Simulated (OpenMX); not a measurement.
Co, a sheet with vacuum:

```
CELL_PARAMETERS angstrom
2.34715 0.00000 0.00000
-1.17358 2.03269 0.00000
0.00000 0.00000 23.80000
ATOMIC_POSITIONS crystal
Co 0.00000 0.00000 0.29412
```

The cell was built by a generator and needn't be a form met in nature.

Base run:

| Quantity | Value |
| --- | --- |
| Program | OpenMX 3.8.5 |
| Functional | PBE |
| Potentials or basis | OpenMX 2013 PBE set, Co6.0H-s3p2d2, grid cutoff 500 Ry |
| k mesh | 9 × 9 × 1 |
| Occupations | fermi-dirac, width 0.05 eV |
| Spin | collinear spin, ferromagnetic start |
| Starting moments | [2.0] μB |

Its results: band gap on the k mesh none (metal or under the smearing width); net moment 1.91 μB per cell; site moments Co +1.91 μB.

The run is repeated on the same cell with these changes: k mesh from 9 × 9 × 1 to 13 × 13 × 1. What comes out?

Band gap on the k mesh none (metal or under the smearing width); net moment 1.74 μB per cell; site moments Co +1.74 μB.

Caveats: no basis functions reach into the vacuum, so the work function isn't listed; the basis of atomic orbitals isn't converged, which shifts pressures, moduli and gaps.
